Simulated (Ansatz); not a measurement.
# Mg2NCl: how the settings move a relaxation

Question: which choices in the input matter for Mg2NCl?

Program: Ansatz 0.2.0. Level of theory: reference: DFT, r2SCAN, PAW with Ansatz's default frozen-core files, scalar-relativistic; relaxation of cell and atoms. These are calculated values, not measurements.

## (1) The structure to begin with

The structure is trigonal, space group R-3m (No. 166). The conventional cell has a = 3.321 Å, b = 3.321 Å, c = 18.009 Å, α = 90.00°, β = 90.00°, γ = 120.00°. Mg (site symmetry 3m) has 3 N at 2.17 Å and 3 Cl at 2.76 Å as nearest neighbours. N (site symmetry -3m) is surrounded by 6 Mg at 2.17 Å. Cl (site symmetry -3m) has 6 Mg at 2.76 Å as nearest neighbours.

As a file:

```
CELL_PARAMETERS angstrom
1.66067 0.95879 6.00298
-1.66067 0.95879 6.00298
0.00000 -1.91757 6.00298
ATOMIC_POSITIONS crystal
Mg 0.22282 0.22282 0.22282
Mg 0.77719 0.77719 0.77719
N 0.50000 0.50000 0.50000
Cl 0.00000 0.00000 0.00000
```

## (2) The reference run

Input file input.yaml:

```yaml
crystal:
  lattice:
    - [1.6606666161, 0.95878631784, 6.002977]
    - [-1.6606666161, 0.95878631784, 6.002977]
    - [0.0, -1.91757263568, 6.002977]
  atoms:
    - { symbol: Mg, position: [0.222815, 0.222815, 0.222815] }
    - { symbol: Mg, position: [0.777185, 0.777185, 0.777185] }
    - { symbol: "N", position: [0.5, 0.5, 0.5] }
    - { symbol: Cl, position: [0.0, 0.0, 0.0] }
kpoints:
  mp_grid: { grid: [10, 10, 10] }
scf:
  occupations: { method: fermi_dirac, width: 0.1 }
hamiltonian:
  xc: r2scan
  pseudopotentials: { kind: paw }
relax:
  f_tol: 0.002
  max_steps: 80
  cell: {}
output:
  forces: true
  stress: true
  write_density: true
  write_potential: true
  elf: true
  volumetric_format: npy
```

On the command line:

```sh
$ ansatz run input.yaml --threads 2 --pin off --max-ram 6144MiB --backend cpu --events-out ev --progress --plain --runs-dir out
```

The main lines of its log:

```text
[...]
Basis set: ecut = 500 eV, 1437 PW (Γ), FFT grids on a1−a2, a2, −a2+a3, exchange–correlation on 100×192×100 points (64 copies of the dense FFT grid, shifted against one another)
[...]
k-points: 116 of 1000
[...]
SCF iter   1: F=—  HF=-5326.570856 eV  |F-HF|=—  |Δ(HF+E_count)|=         —  Δρ=8.92e-3  dr2=3.90e-2  dr2_τ=9.01e-2  ethr=1.77e-3  ⟨swp⟩=5.9  Hψ=11460  notcnv=0
preconditioner: auto → none  [insulator: Δε(μ)=2.957 eV  Ē_g=12.756 eV  σ=0.100 eV  W_gap=1.00  n_scr=16 (ndim 8)  ℏωp=19.6 eV  f_vac=0.000  D(μ)=0.00/eV (n_scr^D=0)  ε∞_Penn≈3.4]
SCF iter   2: F=—  HF=-5326.660469 eV  |F-HF|=—  |Δ(HF+E_count)|=   8.96e-2  Δρ=5.03e-3  dr2=7.20e-3  dr2_τ=1.25e-3  ethr=1.22e-4  ⟨swp⟩=2.0  Hψ=5328  notcnv=0
[...]
relax step   1: F+E_penalty+E_count = -5326.66010004 eV  Δ(F+E_penalty+E_count) = +0.000e0 eV  max|allowed force component| = 1.026e-1 eV/Å  Δτ_max = 0.0000 Å  P = -2.470 GPa  Ω = 57.349 Å³  (7 SCF iters, dr2 threshold 1.00e-7 eV, accepted)
[...]
Basis set: ecut = 500 eV, 1419 PW (Γ), FFT grids on a1−a2, a2, −a2+a3, exchange–correlation on 100×192×100 points (64 copies of the dense FFT grid, shifted against one another)
[...]
relax step   2: F+E_penalty+E_count = -5326.67117739 eV  Δ(F+E_penalty+E_count) = -1.108e-2 eV  max|allowed force component| = 1.171e-1 eV/Å  Δτ_max = 0.0063 Å  P = -0.757 GPa  Ω = 56.151 Å³  energy of the carried Pulay correction = +2.863e-4 eV  (6 SCF iters,
[...]
Basis set: ecut = 500 eV, 1407 PW (Γ), FFT grids on a1−a2, a2, −a2+a3, exchange–correlation on 100×192×100 points (64 copies of the dense FFT grid, shifted against one another)
[...]
relax step   3: F+E_penalty+E_count = -5326.67245163 eV  Δ(F+E_penalty+E_count) = -1.274e-3 eV  max|allowed force component| = 6.104e-2 eV/Å  Δτ_max = 0.0073 Å  P = +0.107 GPa  Ω = 55.736 Å³  energy of the carried Pulay correction = +3.868e-4 eV  (5 SCF iters,
[...]
relax step   4: F+E_penalty+E_count = -5326.67270653 eV  Δ(F+E_penalty+E_count) = -2.549e-4 eV  max|allowed force component| = 1.308e-3 eV/Å  Δτ_max = 0.0026 Å  P = +0.027 GPa  Ω = 55.762 Å³  energy of the carried Pulay correction = +3.805e-4 eV  (4 SCF iters,
[...]
relax step   5: F+E_penalty+E_count = -5326.67271583 eV  Δ(F+E_penalty+E_count) = -9.292e-6 eV  max|allowed force component| = 1.429e-3 eV/Å  Δτ_max = 0.0002 Å  P = -0.005 GPa  Ω = 55.772 Å³  energy of the carried Pulay correction = +3.781e-4 eV  (4 SCF iters,
[...]
SCF iter   4: F=—  HF=-5326.672323 eV  |F-HF|=—  |Δ(HF+E_count)|=   5.73e-9  Δρ=1.00e-6  dr2=9.92e-11  dr2_τ=5.51e-11  ethr=4.88e-11  ⟨swp⟩=2.0  Hψ=3132  notcnv=0
SCF iter   5: F=-5326.672323 eV  HF=-5326.672323 eV  |F-HF|=9.09e-13  |Δ(HF+E_count)|=  3.47e-10  Δρ=1.28e-7  dr2=4.75e-12  dr2_τ=1.79e-12  ethr=1.00e-12  ⟨swp⟩=6.1  Hψ=11007  notcnv=0
[...]
relax step   6: F+E_penalty+E_count = -5326.67232348 eV  Δ(F+E_penalty+E_count) = +3.923e-4 eV  max|allowed force component| = 1.399e-3 eV/Å  Δτ_max = 0.0000 Å  P = -0.002 GPa  Ω = 55.772 Å³  stress off target by 7.99e-3 GPa  SCF on the basis re-selected at th
[...]
SCF converged after 5 iterations
Free energy (F): -5326.672323 eV
[...]
E sigma→0 (E₀):  -5326.672323 eV
Fermi energy:    9.205358 eV
[...]
  P = ⅓ Tr σ = -0.0019 GPa (-0.019 kbar)
[...]
--- Relaxed structure (5 steps of the walk, 5 accepted, 1 SCFs on fresh bases) ---
[...]
```

Wall time 47 s (2 threads of Arm Neoverse V1, shared host); peak memory 0.58 GiB.

## (3) Variant: symmetry.detect false, xc revpbe, accuracy medium

Edit input.yaml of step 2 so:

```diff
@@ -10,8 +10,9 @@
     - { symbol: Cl, position: [0.0, 0.0, 0.0] }
+  symmetry: { detect: false }
 kpoints:
-  mp_grid: { grid: [10, 10, 10] }
+  mp_grid: { grid: [8, 8, 8] }
 scf:
-  occupations: { method: fermi_dirac, width: 0.1 }
+  occupations: { method: fixed }
 hamiltonian:
-  xc: r2scan
+  xc: revpbe
   pseudopotentials: { kind: paw }
@@ -24,5 +25,2 @@
   stress: true
-  write_density: true
-  write_potential: true
-  elf: true
-  volumetric_format: npy
+accuracy: medium
```

On the command line:

```sh
$ ansatz run input.yaml --threads 2 --pin off --max-ram 6144MiB --backend cpu --events-out ev --progress --plain --runs-dir out
```

The program printed:

```text
basis.fft_grid_basis auto: the FFT boxes are laid along the combinations [[1, 0, -1], [0, 1, -1], [0, 0, 1]] of the cell's own vectors, 3.321, 3.321 and 6.302 Å long. The dense box has 24×24×45 points. Along the cell's own vectors, as sized, it would have 45×45×45, 3.52 times as many. Of the 12 symmetry operations that the crystal satisfies within crystal.symmetry.tolerance (time reversal apart; of a slab, those that keep its plane) the dense box along the cell's own vectors carries 12, and the one as laid loses 8 of those. basis.fft_grid_basis: typed keeps the cell's own vectors: state it where this run's energies or levels are differenced outside the engine with another run's, or held beside a run that keeps those vectors.
the start keeps a symmetry that the run doesn't impose, so 4 atoms are moved at random by 1.00e-2 Å, to let the relaxation leave a saddle point. relax.escape_saddle: false keeps them in place
Engine: ansatz 0.2.0
Pseudopotentials: kind: paw
Pseudopotential: Mg, paw, valence charge 10, recommended cutoff 420 eV (normal), Mg.paw.azcp
Pseudopotential: N, paw, valence charge 5, recommended cutoff 420 eV (normal), N.paw.azcp
Pseudopotential: Cl, paw, valence charge 7, recommended cutoff 420 eV (normal), Cl.paw.azcp
Functional definition: revPBE
  parameter kappa = 1.245
  parameter beta = 0.06672455060314922
  exchange = pbe_x(kappa = kappa, mu = beta*pi^2/3)
  correlation = pbe_c(beta = beta)
Crystal: 4 atoms, lattice volume = 57.349 Å³
Basis set: ecut = 420 eV, 1137 PW (Γ), FFT grids on a1−a3, a2−a3, a3, exchange–correlation on 48×48×90 points (8 copies of the dense FFT grid, shifted against one another)
Bands: 20, of which v1, the nominal top of the filled ones, is band 16 counted from 1 (15 counted from 0)
Symmetry: 1 space group operations
k-points: 260 of 512 (time reversal used)
Non-local potential: Mg, projectors of the file, l = 0: 3, l = 1: 2, l = 2: 1
Non-local potential: N, projectors of the file, l = 0: 2, l = 1: 2, l = 2: 1
Non-local potential: Cl, projectors of the file, l = 0: 2, l = 1: 2, l = 2: 2
PAW form: soft (Blöchl's): semilocal exchange-correlation on the pseudo side does not see the compensation charge
PAW frozen core: Mg, regenerated for the run's functional, and the local potential with it (the file was generated under x = pbe(κ = 0.804, μ = 0.2195149727645171), c = pbe(β = 0.06672455060314922))
PAW frozen core: N, regenerated for the run's functional, and the local potential with it (the file was generated under x = pbe(κ = 0.804, μ = 0.2195149727645171), c = pbe(β = 0.06672455060314922))
PAW frozen core: Cl, regenerated for the run's functional, and the local potential with it (the file was generated under x = pbe(κ = 0.804, μ = 0.2195149727645171), c = pbe(β = 0.06672455060314922))
PAW one-centre angular grid: Mg, 110 points (default); XC on 64 Gauss nodes
PAW one-centre angular grid: N, 110 points (default); XC on 64 Gauss nodes
PAW one-centre angular grid: Cl, 110 points (default); XC on 64 Gauss nodes
Initial density: superposition of atomic densities (neutral atoms: chi_scale 0, normalization atom), corrected by the library's trained network
Initial wavefunctions: pseudopotential atomic-orbital guess
Functional: x = revpbe(κ = 1.245, μ = 0.2195149727645171), c = pbe(β = 0.06672455060314922)
SCF iter   1: F=—  HF=-5323.376259 eV  |F-HF|=—  |Δ(HF+E_count)|=         —  Δρ=4.01e-3  dr2=1.11e-2  ethr=1.77e-3  ⟨swp⟩=5.0  Hψ=21029  notcnv=0  defer=520
preconditioner: auto → none  [insulator: Δε(μ)=2.410 eV  Ē_g=11.896 eV  n_scr=16 (ndim 8)  ℏωp=19.6 eV  f_vac=0.000  ε∞_Penn≈3.7]
SCF iter   2: F=—  HF=-5323.373398 eV  |F-HF|=—  |Δ(HF+E_count)|=   2.86e-3  Δρ=2.91e-3  dr2=4.01e-3  ethr=3.47e-5  ⟨swp⟩=2.3  Hψ=11513  notcnv=0  defer=520
SCF iter   3: F=—  HF=-5323.372610 eV  |F-HF|=—  |Δ(HF+E_count)|=   7.87e-4  Δρ=9.08e-4  dr2=5.34e-4  ethr=1.25e-5  ⟨swp⟩=2.0  Hψ=7540  notcnv=0  defer=520
SCF iter   4: F=—  HF=-5323.372557 eV  |F-HF|=—  |Δ(HF+E_count)|=   5.37e-5  Δρ=3.51e-4  dr2=5.36e-5  ethr=1.67e-6  ⟨swp⟩=2.1  Hψ=6532  notcnv=0  defer=520
SCF iter   5: F=—  HF=-5323.372535 eV  |F-HF|=—  |Δ(HF+E_count)|=   2.18e-5  Δρ=7.74e-5  dr2=2.04e-6  ethr=1.68e-7  ⟨swp⟩=2.0  Hψ=7666  notcnv=0  defer=288
SCF iter   6: F=-5323.372537 eV  HF=-5323.372537 eV  |F-HF|=1.11e-7  |Δ(HF+E_count)|=   1.74e-6  Δρ=1.56e-5  dr2=8.29e-8  ethr=3.13e-10  ⟨swp⟩=3.0  Hψ=24109  notcnv=0
SCF 1 converged in 6 iterations: F = -5323.372537 eV  dr2 = 8.29e-8
relax step   1: F+E_penalty+E_count = -5323.37253689 eV  Δ(F+E_penalty+E_count) = +0.000e0 eV  max|allowed force component| = 1.126e-1 eV/Å  Δτ_max = 0.0000 Å  P = +2.253 GPa  Ω = 57.349 Å³  (6 SCF iters, dr2 threshold 1.00e-7 eV, accepted)
Crystal: 4 atoms, lattice volume = 58.448 Å³
Basis set: ecut = 420 eV, 1175 PW (Γ), FFT grids on a1−a3, a2−a3, a3, exchange–correlation on 48×48×90 points (8 copies of the dense FFT grid, shifted against one another)
Initial density: handed on by an earlier stage of this run
Initial wavefunctions: those handed on with the density
iter 1 solved again at ethr=3.60e-5 eV; its pass at ethr=3.10e-3 eV (dr2=1.15e-2 eV) is discarded
SCF iter   1: F=—  HF=-5323.384841 eV  |F-HF|=—  |Δ(HF+E_count)|=         —  Δρ=2.86e-3  dr2=1.16e-2  ethr=3.60e-5  ⟨swp⟩=1.6  Hψ=24214  notcnv=0  defer=176
automatic band count: iteration 1 solves 19 bands in place of 20: the levels show a gap, and the empty bands left out lie too high to hold charge; the band table lists the bands solved (type scf.n_extra_bands for more)
preconditioner: auto → none  [insulator: Δε(μ)=2.127 eV  Ē_g=11.232 eV  n_scr=16 (ndim 8)  ℏωp=19.4 eV  f_vac=0.000  ε∞_Penn≈4.0]
SCF iter   2: F=—  HF=-5323.382739 eV  |F-HF|=—  |Δ(HF+E_count)|=   2.10e-3  Δρ=3.19e-3  dr2=6.40e-3  ethr=3.60e-5  ⟨swp⟩=2.9  Hψ=7673  notcnv=0  defer=260
SCF iter   3: F=—  HF=-5323.381267 eV  |F-HF|=—  |Δ(HF+E_count)|=   1.47e-3  Δρ=5.52e-4  dr2=1.93e-4  ethr=2.00e-5  ⟨swp⟩=2.0  Hψ=8861  notcnv=0  defer=257
SCF iter   4: F=—  HF=-5323.381185 eV  |F-HF|=—  |Δ(HF+E_count)|=   8.27e-5  Δρ=1.81e-4  dr2=1.05e-5  ethr=6.02e-7  ⟨swp⟩=2.0  Hψ=7387  notcnv=0  defer=255
SCF iter   5: F=—  HF=-5323.381188 eV  |F-HF|=—  |Δ(HF+E_count)|=   3.42e-6  Δρ=4.59e-5  dr2=5.95e-7  ethr=3.27e-8  ⟨swp⟩=2.0  Hψ=6469  notcnv=0  defer=260
SCF iter   6: F=-5323.381189 eV  HF=-5323.381189 eV  |F-HF|=1.84e-8  |Δ(HF+E_count)|=   7.15e-7  Δρ=7.81e-6  dr2=2.41e-8  ethr=1.25e-9  ⟨swp⟩=4.0  Hψ=17898  notcnv=0
SCF 2 converged in 6 iterations: F = -5323.381189 eV  dr2 = 2.41e-8
relax step   2: F+E_penalty+E_count = -5323.38118889 eV  Δ(F+E_penalty+E_count) = -8.652e-3 eV  max|allowed force component| = 1.025e-1 eV/Å  Δτ_max = 0.0061 Å  P = +0.719 GPa  Ω = 58.448 Å³  energy of the carried Pulay correction = -9.033e-4 eV  (6 SCF iters, dr2 threshold 4.00e-7 eV, accepted)
Crystal: 4 atoms, lattice volume = 58.901 Å³
Basis set: ecut = 420 eV, 1179 PW (Γ), FFT grids on a1−a3, a2−a3, a3, exchange–correlation on 48×48×90 points (8 copies of the dense FFT grid, shifted against one another)
iter 1 solved again at ethr=7.46e-6 eV; its pass at ethr=3.10e-3 eV (dr2=2.39e-3 eV) is discarded
SCF iter   1: F=—  HF=-5323.383093 eV  |F-HF|=—  |Δ(HF+E_count)|=         —  Δρ=1.61e-3  dr2=2.34e-3  ethr=7.46e-6  ⟨swp⟩=2.0  Hψ=24061  notcnv=0  defer=260
automatic band count: iteration 1 solves 19 bands in place of 20: the levels show a gap, and the empty bands left out lie too high to hold charge; the band table lists the bands solved (type scf.n_extra_bands for more)
preconditioner: auto → none  [insulator: Δε(μ)=2.100 eV  Ē_g=11.183 eV  n_scr=16 (ndim 8)  ℏωp=19.4 eV  f_vac=0.000  ε∞_Penn≈4.0]
SCF iter   2: F=—  HF=-5323.382811 eV  |F-HF|=—  |Δ(HF+E_count)|=   2.82e-4  Δρ=1.44e-3  dr2=1.34e-3  ethr=7.30e-6  ⟨swp⟩=2.7  Hψ=7510  notcnv=0  defer=260
SCF iter   3: F=—  HF=-5323.382498 eV  |F-HF|=—  |Δ(HF+E_count)|=   3.13e-4  Δρ=2.89e-4  dr2=3.26e-5  ethr=4.17e-6  ⟨swp⟩=2.0  Hψ=7165  notcnv=0  defer=257
SCF iter   4: F=—  HF=-5323.382451 eV  |F-HF|=—  |Δ(HF+E_count)|=   4.73e-5  Δρ=6.72e-5  dr2=1.22e-6  ethr=1.02e-7  ⟨swp⟩=2.0  Hψ=8578  notcnv=0  defer=23
SCF iter   5: F=-5323.382452 eV  HF=-5323.382452 eV  |F-HF|=5.21e-8  |Δ(HF+E_count)|=   1.08e-6  Δρ=1.79e-5  dr2=1.28e-7  ethr=1.25e-9  ⟨swp⟩=4.0  Hψ=18465  notcnv=0
SCF 3 converged in 5 iterations: F = -5323.382452 eV  dr2 = 1.28e-7
relax step   3: F+E_penalty+E_count = -5323.38245166 eV  Δ(F+E_penalty+E_count) = -1.263e-3 eV  max|allowed force component| = 3.574e-2 eV/Å  Δτ_max = 0.0065 Å  P = -0.063 GPa  Ω = 58.901 Å³  energy of the carried Pulay correction = -1.271e-3 eV  (5 SCF iters, dr2 threshold 4.00e-7 eV, accepted)
[... 8 lines left out ...]
relax step   4: F+E_penalty+E_count = -5323.38261698 eV  Δ(F+E_penalty+E_count) = -1.653e-4 eV  max|allowed force component| = 1.348e-2 eV/Å  Δτ_max = 0.0023 Å  P = -0.046 GPa  Ω = 58.901 Å³  energy of the carried Pulay correction = -1.271e-3 eV  (4 SCF iters, dr2 threshold 8.20e-8 eV, accepted)
[... 10 lines left out ...]
relax step   5: F+E_penalty+E_count = -5323.38269395 eV  Δ(F+E_penalty+E_count) = -7.697e-5 eV  max|allowed force component| = 5.920e-4 eV/Å  Δτ_max = 0.0039 Å  P = -0.001 GPa  Ω = 58.873 Å³  energy of the carried Pulay correction = -1.248e-3 eV  (5 SCF iters, dr2 threshold 3.51e-8 eV, accepted)
[... 11 lines left out ...]
relax step   6: F+E_penalty+E_count = -5323.38411177 eV  Δ(F+E_penalty+E_count) = -1.418e-3 eV  max|allowed force component| = 4.423e-4 eV/Å  Δτ_max = 0.0000 Å  P = +0.040 GPa  Ω = 58.873 Å³  stress off target by 6.32e-2 GPa  SCF on the basis re-selected at this cell (its energy is not comparable with the rows above)  (7 SCF iters)
[... 11 lines left out ...]
relax step   7: F+E_penalty+E_count = -5323.38409300 eV  Δ(F+E_penalty+E_count) = +1.877e-5 eV  max|allowed force component| = 3.965e-5 eV/Å  Δτ_max = 0.0007 Å  P = +0.002 GPa  Ω = 58.904 Å³  energy of the carried Pulay correction = -2.587e-5 eV  (5 SCF iters, dr2 threshold 1.00e-8 eV, accepted)
iter 1 solved again at ethr=1.13e-7 eV; its pass at ethr=3.10e-3 eV (dr2=3.62e-5 eV) is discarded
SCF iter   1: F=—  HF=-5323.384170 eV  |F-HF|=—  |Δ(HF+E_count)|=         —  Δρ=3.29e-6  dr2=1.87e-9  ethr=1.13e-7  ⟨swp⟩=3.2  Hψ=34931  notcnv=0  defer=520
eigensolver tolerance schedule: the retry pair's looser diagonalisation over-reported the residual by 19345.63 of it (diagonalisation noise at 2.40 of the residual, at the tolerance the schedule requests for it); recorded, not acted on — ethr = c·dr2/N_el stays at c = 1.0e-1
preconditioner: auto → none  [insulator: Δε(μ)=2.160 eV  Ē_g=11.713 eV  n_scr=16 (ndim 8)  ℏωp=19.4 eV  f_vac=0.000  ε∞_Penn≈3.7]
SCF iter   2: F=—  HF=-5323.384119 eV  |F-HF|=—  |Δ(HF+E_count)|=   5.10e-5  Δρ=1.48e-6  dr2=5.12e-10  ethr=5.85e-12  ⟨swp⟩=3.0  Hψ=12024  notcnv=0  defer=427
SCF iter   3: F=—  HF=-5323.384119 eV  |F-HF|=—  |Δ(HF+E_count)|=  8.66e-10  Δρ=7.52e-7  dr2=1.43e-10  ethr=1.60e-12  ⟨swp⟩=2.0  Hψ=7020  notcnv=0  defer=427
SCF iter   4: F=—  HF=-5323.384119 eV  |F-HF|=—  |Δ(HF+E_count)|=  2.86e-10  Δρ=3.96e-7  dr2=1.10e-10  ethr=1.00e-12  ⟨swp⟩=5.0  Hψ=20172  notcnv=0
SCF iter   5: F=-5323.384119 eV  HF=-5323.384119 eV  |F-HF|=1.82e-12  |Δ(HF+E_count)|=  1.55e-11  Δρ=6.41e-8  dr2=1.47e-12  ethr=1.00e-12  ⟨swp⟩=3.0  Hψ=18297  notcnv=0
SCF 8 converged in 5 iterations: F = -5323.384119 eV  dr2 = 1.47e-12
relax step   8: F+E_penalty+E_count = -5323.38411928 eV  Δ(F+E_penalty+E_count) = -2.628e-5 eV  max|allowed force component| = 7.390e-5 eV/Å  Δτ_max = 0.0000 Å  P = +0.002 GPa  Ω = 58.904 Å³  stress off target by 8.32e-3 GPa  SCF on the basis re-selected at this cell (its energy is not comparable with the rows above)  (5 SCF iters)
basis re-selected at this cell: Δ(F+E_penalty+E_count) = -2.628e-5 eV, ΔP = +0.000 GPa vs the last step (what re-selecting the basis moved, of the pressure what is left beyond the Pulay correction that the steps carried, after the strain that the cell walked since its last selection, with what the two solves' SCF thresholds leave and, on support functions, any second-order correction that the steps lacked; it is no measure of the basis error at this ecutwfc). This SCF's stress stands 8.32e-3 GPa from its target on what of the cell is left free (relax.cell.stress_tol is 5.00e-2 GPa) and its largest allowed force component is 7.39e-5 eV/Å (relax.f_tol is 2.00e-3 eV/Å): within both
WARN: the relaxation ended near the 12 symmetry operations of its rattled start. A stable structure does so, and so can a saddle point along a move or strain that wasn't checked. `relax.random_displacement` or `relax.escape_saddle: true` tries the moves, and a distorted `crystal.lattice` a strain
SCF converged after 5 iterations
Free energy (F): -5323.384119 eV
Harris-Foulkes:  -5323.384119 eV  (|F-HF|=1.82e-12)
Internal energy: -5323.384119 eV  (E = F + TS)
E sigma→0 (E₀):  -5323.384119 eV
Fermi energy:    7.120403 eV
--- Per-component energies (eV) ---
  E_band       = -656.188569
  E_kinetic    = 445.133085
  E_local      = -3602.286302  (includes V_loc(G=0)·N_el)
  E_nonlocal   = 262.833163
  E_hartree    = 1291.607780
  E_xc         = -227.948692
  E_vxc        = -276.312484  (∫ρ·V_xc dr)
  E_paw        = -1377.569722  (= ΣΔE_a)
  E_vpaw       = -68.771726  (= ΣTr[D̂ρ^β])
  E_aug_tail   = 0.000170  (compensation charges beyond the density's cutoff)
  E_ewald      = -2115.071875
  E_core_change = -0.081727  (= ΣΔE_core)
  E_smearing   = -0.000000  (= −TS)
  E_closure    = -0.000000  (closes the sum)
  Σ components = -5323.384119   (vs F -5323.384119, Δ=0.00e0)
--- Forces (eV/Å), atoms counted from 1 ---
  atom   1  Mg    -0.00000709     0.00007383    -0.00001244
  atom   2  Mg    -0.00001129    -0.00000976     0.00003349
  atom   3  N      0.00002878    -0.00002077    -0.00004112
  atom   4  Cl    -0.00001042    -0.00004358     0.00002056
  max |Σ_I F_I| component: 4.95e-7 eV/Å
--- Stress (GPa, compression-positive) ---
       -0.000424      -0.000100      -0.000377
       -0.000100       0.003867      -0.005151
       -0.000377      -0.005151       0.002363
  P = ⅓ Tr σ = 0.0019 GPa (0.019 kbar)
--- Relaxed structure (6 steps of the walk, 6 accepted, 2 SCFs on fresh bases) ---
  F+E_penalty+E_count = -5323.38411928 eV   max|allowed force component| = 7.390e-5 eV/Å   (the final SCF, on the basis selected at the relaxed cell)
  cell:  # Å, volume = 58.9041 Å³
    - [1.673709265234336, 0.9671062628638103, 6.071139466166728]
    - [-1.6735782416611427, 0.9670992089174111, 6.071104346384222]
    - [5.940288981803e-5, -1.9315322369842711, 6.07069494129665]
  atoms:
    - { symbol: Mg, position: [0.2232792633020683, 0.22334189469526594, 0.2216452533018157] }
    - { symbol: Mg, position: [0.778239941337969, 0.7782797152445937, 0.7763171512222605] }
    - { symbol: N, position: [0.5007602695120725, 0.5008132075325555, 0.49897871634917945] }
    - { symbol: Cl, position: [0.0007830416611815612, 0.0008219964225112445, -0.001053942571519424] }
```

Run time: 81 s. Hardware: 2 threads of Arm Neoverse V1, shared host; peak memory 0.57 GiB.

Total energies don't compare across a change of functional; the gap on the mesh goes from 3.12 to 2.16 eV and the final volume goes from 55.77 to 58.90 Å³. The accuracy level changed too.

## (4) All runs together

| run | ending | energy change | pressure (GPa) | gap (eV) | force (eV/Å) | cycles | time |
| --- | --- | --- | --- | --- | --- | --- | --- |
| reference | converged | - | 0.0 | 3.12 | 0.00 | 31 | 47 s (other work) |
| 1: symmetry.detect false, xc revpbe, accuracy medium | converged | not comparable | 0.0 | 2.16 | 0.00 | 43 | 81 s |

Times don't compare one to one where runs were asked for different outputs or read a saved state (see the inputs); cycles count all SCF loops of a run, searches for a lower state included, where those made up much of it.

What this shows: A change of functional puts the total energy on another scale; the gap on the mesh goes from 3.12 to 2.16 eV and the final volume goes from 55.77 to 58.90 Å³. The accuracy level changed too.
